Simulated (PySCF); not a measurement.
# C3H7FSeSi: electronic excitations

What electronic excitations should C3H7FSeSi (`C=C(F)[SiH2]C[SeH]`) show?

Programs: PySCF 2.14.0, with density-fitted response routines of our own. Each step states its level of theory. These are calculated values for one molecule in the gas phase, unless marked as measured. Atoms are numbered from 0 throughout.

**1. The molecule as given**

13 atoms, charge 0, multiplicity 1; geometry from: GFN2-xTB.

Bonds of the start (Å): C0–C1 1.32, C1–F2 1.36, C1–Si3 1.90, Si3–C4 1.91, C4–Se5 1.97, C0–H6 1.07, C0–H7 1.08, Si3–H8 1.47, Si3–H9 1.47, C4–H10 1.09, C4–H11 1.09, Se5–H12 1.45.

**2. Ultraviolet spectrum: CAM-B3LYP/def2-SVPD**

What the job is given:

```
{"job": {"kind": "uv", "xc": "CAM-B3LYP", "basis": "def2-SVPD", "nstates": 8, "ntriplets": 3}, "charge": 0, "multiplicity": 1}
C     -1.463327     1.070260     1.108476
C     -1.344810     1.004379    -0.206801
F     -2.251043     1.680599    -0.965678
Si    -0.070499     0.089271    -1.271984
C      1.019829    -1.012822    -0.158557
Se     2.121572     0.080389     1.054917
H     -0.767645     0.553337     1.743639
H     -2.243363     1.640306     1.585733
H      0.760008     1.071922    -1.973450
H     -0.783109    -0.790524    -2.203921
H      1.705532    -1.595090    -0.770575
H      0.428522    -1.691457     0.453879
H      2.883944    -1.036147     1.586594
```

Level: TDDFT CAM-B3LYP/def2-SVPD, vertical, gas phase, core orbitals frozen in the response.

On the command line:

```bash
OMP_NUM_THREADS=1 python probes_run.py task.json out
```

This one command runs all jobs of the session in turn.

Log:

```text
coarse grid: 51888 points
cycle   1  E = -2908.8377543494  dE = -4.152e-01  |g| = 4.824e-01  |ddm| = 4.569e+00
cycle   2  E = -2908.8400560234  dE = -2.302e-03  |g| = 5.332e-01  |ddm| = 1.043e+00
cycle   3  E = -2908.8878923052  dE = -4.784e-02  |g| = 6.773e-02  |ddm| = 4.662e-01
cycle   4  E = -2908.8887523644  dE = -8.601e-04  |g| = 1.892e-02  |ddm| = 9.495e-02
cycle   5  E = -2908.8888330077  dE = -8.064e-05  |g| = 8.884e-03  |ddm| = 4.027e-02
cycle   6  E = -2908.8888515794  dE = -1.857e-05  |g| = 2.055e-03  |ddm| = 1.226e-02
cycle   7  E = -2908.8888526689  dE = -1.090e-06  |g| = 6.249e-04  |ddm| = 3.105e-03
final grid: 107832 points
cycle   8  E = -2908.8888412693  dE = -4.164e-08  |g| = 6.430e-04  |ddm| = 3.407e-03
cycle   9  E = -2908.8888412152  dE =  5.407e-08  |g| = 8.318e-04  |ddm| = 1.593e-03
cycle  10  E = -2908.8888413749  dE = -1.597e-07  |g| = 4.635e-05  |ddm| = 8.794e-04
cycle  11  E = -2908.8888413756  dE = -6.562e-10  |g| = 2.029e-05  |ddm| = 8.673e-05
converged SCF energy = -2908.8888413756

Static polarisability (au): isotropic 90.418, principal 74.624 93.018 103.611

Singlet excitations
state   eV       nm        f      main configurations
  1   4.8313    256.6   0.00036   H->L 0.79
  2   5.4169    228.9   0.02231   H->L+1 0.73, H->L+2 0.19
  3   6.2729    197.7   0.00226   H->L+2 0.78, H->L+1 0.18
  4   6.7089    184.8   0.02381   H->L+5 0.32, H->L+3 0.27, H->L+4 0.17
  5   6.9542    178.3   0.03697   H->L+5 0.36, H->L+3 0.29, H-1->L+2 0.15
  6   7.0396    176.1   0.03095   H-1->L 0.69, H->L+6 0.12
  7   7.0806    175.1   0.20614   H-1->L+2 0.38, H-1->L+1 0.23, H->L+5 0.19
  8   7.1550    173.3   0.06149   H->L+6 0.30, H->L+4 0.26, H-1->L 0.10

Triplet excitations (Tamm-Dancoff, eV): 4.2213 4.3885 4.9402
```

Wall time 46 s (1 thread of Arm Neoverse V2, shared host); peak memory 0.93 GiB.

Frontier orbitals and where they lie:

| orbital | eV | atoms |
| --- | --- | --- |
| HOMO−3 | -10.83 | C4 31 %, Se5 20 %, Si3 18 % |
| HOMO−2 | -10.54 | Se5 43 %, C4 20 %, H12 8 % |
| HOMO−1 | -9.19 | C0 37 %, C1 32 %, F2 15 % |
| HOMO | -8.05 | Se5 76 %, C4 10 %, H12 7 % |
| LUMO | 0.45 | Se5 45 %, Si3 11 %, C4 10 % |
| LUMO+1 | 0.63 | Se5 47 %, H12 9 %, C0 9 % |
| LUMO+2 | 0.75 | C1 22 %, C0 22 %, Se5 21 % |

With each of the 8 states as a Gaussian band of 0.4 eV half-width at 1/e, the curve within the window shown has maxima at 229 nm (ε 910), 175 nm (ε 14,000) L/(mol cm). Beyond the last state computed it falls off for lack of states. The curve at chosen wavelengths:

(nm, ε (L/mol/cm)): (166, 5662), (171, 11600), (176, 13689), (181, 10341), (186, 5542), (191, 2340), (196, 874), (201, 344), (206, 220), (211, 300), (216, 504), (221, 735), (226, 885), (232, 871), (237, 723), (242, 523), (247, 338), (252, 200), (257, 111), (262, 60), (267, 32), (272, 18), (277, 10), (282, 6), (287, 3), (292, 2)

Ground-state properties from the same run:

| property | computed |
| --- | --- |
| dipole moment (D) | 2.22 |
| polarisability (Å³) | 13.40 |
| HOMO–LUMO gap (eV) | 8.50 |
| −ε(HOMO) (eV) | 8.05 |

**3. Outcome**

```
                                quantity                        value
    lowest singlet (CAM-B3LYP/def2-SVPD)  4.83 eV (257 nm), f = 0.000
brightest single state of those computed  state 7, 7.08 eV, f = 0.206
                          lowest triplet                      4.22 eV
```

**Reading.** The lowest singlet, at 4.83 eV, is HOMO→LUMO 0.79 and is dark; of the 8 states computed, the strongest absorption comes from state 7 at 7.08 eV. The lowest triplet lies 0.61 eV below the lowest singlet (triplets in Tamm-Dancoff, singlets in full TDDFT).
